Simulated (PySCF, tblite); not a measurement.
# C5H11NOS+ (doublet): geometry, infrared bands and EPR parameters

Wanted: the infrared bands and EPR parameters of C5H11NOS+ (doublet) (`C=C(C[NH2+])[S@@](=O)CC`), by calculation.

Programs: tblite 0.8.0 and PySCF 2.14.0, with density-fitted response routines of our own. Each step states its level of theory. These are calculated values for one molecule in the gas phase, unless marked as measured. Atoms are numbered from 0 throughout.

### 1 The molecule as given

19 atoms, charge 1, multiplicity 2; geometry from: force field or distance geometry start.

Bonds of the start (Å): C0–C1 1.33, C1–C2 1.49, C2–N3 1.45, C1–S4 1.76, S4–O5 1.51, S4–C6 1.78, C6–C7 1.51, C0–H8 1.08, C0–H9 1.08, C2–H10 1.12, C2–H11 1.10, N3–H12 1.05, N3–H13 1.04, C6–H14 1.13, C6–H15 1.11, C7–H16 1.10, C7–H17 1.10, C7–H18 1.12.

### 2 Geometry optimisation with GFN2-xTB

Job settings and geometry (Å):

```
{"job": {"kind": "relax", "xc": "GFN2-xTB", "basis": "xTB"}, "charge": 1, "multiplicity": 2}
C     -1.799800     0.489800    -1.643200
C     -0.990300     0.249500    -0.621000
C     -1.239300    -0.972800     0.194700
N     -1.500400    -0.528900     1.545200
S      0.313200     1.385800    -0.318300
O      0.095400     2.089400     1.004800
C      1.952800     0.716200    -0.462100
C      2.257200    -0.403400     0.505600
H     -2.625400    -0.166200    -1.880500
H     -1.671100     1.363500    -2.261200
H     -2.195700    -1.419500    -0.188400
H     -0.454000    -1.744300     0.123400
H     -2.100500    -1.245300     2.033900
H     -1.954500     0.405500     1.515400
H      2.739000     1.512800    -0.342900
H      2.043500     0.283100    -1.484600
H      1.925000    -1.379200     0.132100
H      3.353800    -0.450300     0.617000
H      1.841400    -0.176600     1.522600
```

On the command line:

```
$ OMP_NUM_THREADS=1 python probes_run.py task.json out
```

One launch serves the whole session: the jobs run in the order shown.

**Question.** This job is followed by: GFN2-xTB harmonic vibrations, gas phase; UKS B3LYP, pcH-1 on C H N O S, non-relativistic, mean-field spin-orbit, GIAO. Predict these results of the whole session: strongest single infrared mode (GFN2-xTB); zero-point energy (GFN2-xTB); g(iso) (B3LYP); ⟨S²⟩; largest a(iso) (averaged by class).

As calculated:

| quantity | value |
| --- | --- |
| strongest single infrared mode (GFN2-xTB) | 3465 cm⁻¹, 197 km/mol |
| zero-point energy (GFN2-xTB) | 95.8 kcal/mol |
| g(iso) (B3LYP) | 2.00435 |
| ⟨S²⟩ | 0.756 (exact 0.75) |
| largest a(iso) (averaged by class) | 1H on H10, 124.9 MHz |

**Reading.** The optimisation took 114 steps and gained 1.212 eV; among the close pairs (by a distance rule), C1–S4 changed most, from 1.756 to 1.847 Å. No mode is imaginary among the 51: a minimum at this level. The strongest single mode, at 3465 cm⁻¹, moves mainly H13 and H12. GFN2-xTB is a fitted tight-binding method: band positions and strengths are rough. Its intensities can rank the bands wrongly. N3 carries the largest spin population, 0.52 e. The isotropic g lies 2.0 ppt above the free-electron value.
